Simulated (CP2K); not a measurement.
Crystal: MoSe.

```
CELL_PARAMETERS angstrom
3.50023 0.00000 0.00000
0.00000 3.50023 0.00000
0.00000 0.00000 3.50023
ATOMIC_POSITIONS crystal
Mo 0.00000 0.00000 0.00000
Se 0.50000 0.50000 0.50000
```

The cell was built by a generator and needn't be a form met in nature.

```yaml
Program: CP2K 2026.2
Task: relaxation of cell and atoms
Functional: LDA
Potentials_or_basis: POTENTIAL_UZH Mo GTH-PBE-q14, Se GTH-PBE-q6; TZVP-MOLOPT-PBE-GTH basis
Density_cutoff: 9184 eV
k_mesh: 6 × 6 × 6
Occupations: fermi-dirac, width 0.05 eV
Spin: no spin polarisation
```

At the start: pressure -31.3 GPa; volume 21.44 Å³/atom.

How do energy, volume and symmetry change on relaxing?

Over 9 steps the energy falls by 869.9 meV/atom and the volume is 15.13 Å³/atom (-29.4 %); space group Pm-3m (No. 221, to 0.05 Å).

Step by step:
| step | energy change (eV) | largest force (eV/Å) | volume (Å³) |
| --- | --- | --- | --- |
| 1 | 0.0000 | 0.0000 | 42.88 |
| 2 | -0.1744 | 0.0000 | 41.99 |
| 3 | -1.5469 | 0.0000 | 33.56 |
| 4 | -1.4645 | 0.0000 | 27.06 |
| 5 | -1.7313 | 0.0000 | 30.91 |
| 6 | -1.7394 | 0.0000 | 30.39 |
| 7 | -1.7397 | 0.0000 | 30.26 |
| 8 | -1.7397 | 0.0000 | 30.27 |
| 9 | -1.7397 | 0.0000 | 30.27 |

Final structure:
```cif
data_structure
_symmetry_space_group_name_H-M 'P 1'
_symmetry_Int_Tables_number 1
_cell_length_a 3.1165
_cell_length_b 3.1165
_cell_length_c 3.1165
_cell_angle_alpha 90.000
_cell_angle_beta 90.000
_cell_angle_gamma 90.000
_cell_volume 30.27
loop_
_atom_site_label
_atom_site_type_symbol
_atom_site_fract_x
_atom_site_fract_y
_atom_site_fract_z
_atom_site_occupancy
Mo1 Mo 0.00000 0.00000 0.00000 1
Se1 Se 0.50000 0.50000 0.50000 1
```

Caveat: the potentials were made for another functional, which shifts forces and pressure; the volume moved by over 15 % at a fixed basis, so the end points are rough; the basis of atomic orbitals isn't converged, which shifts pressures, moduli and gaps.
